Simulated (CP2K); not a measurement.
TaTe under changes of volume

One of the cells (20.002 Å³/atom); the others are scaled copies at fixed shape and fractional positions:

```
Ta Te
1.0
     3.42009    0.00000    0.00000
     0.00000    3.42009    0.00000
     0.00000    0.00000    3.42009
Ta Te
1 1
Direct
  0.50000 0.50000 0.50000
  0.00000 0.00000 0.00000
```

The cell was built by a generator and needn't be a form met in nature.

```yaml
Program: CP2K 2026.2
Functional: PBE
Potentials_or_basis: POTENTIAL_UZH Ta GTH-PBE-q13, Te GTH-PBE-q6; TZVP-MOLOPT-PBE-GTH basis
Density_cutoff: 6123 eV
k_mesh: 8 × 8 × 8
Occupations: fermi-dirac, width 0.05 eV
Spin: no spin polarisation
```

```tsv
volume (Å³/atom)	energy over the lowest point (meV/atom)	pressure (GPa)
18.802	48.28	12.1
19.202	23.19	8.2
19.602	7.42	4.7
20.002	0.00	1.5
20.402	0.06	-1.4
20.803	6.81	-3.9
21.203	?	?
```

Question: What does the run at 21.203 Å³/atom give?

Answer: Energy over the lowest point 19.57 meV/atom; pressure -6.2 GPa.

Worked out: A Birch-Murnaghan fit of order 3 (a polynomial in V^(-2/3)) to the other rows has its minimum at 20.20 Å³/atom with B0 = V·E''(V) = 143 GPa and B' = 4.6. It gives 19.54 meV/atom at 21.203 Å³/atom, against the run's 19.57, and -dE/dV = -6.2 GPa, against -6.2.

Energies are extrapolated to zero smearing.

Caveats: the basis of atomic orbitals isn't converged, which shifts pressures, moduli and gaps.
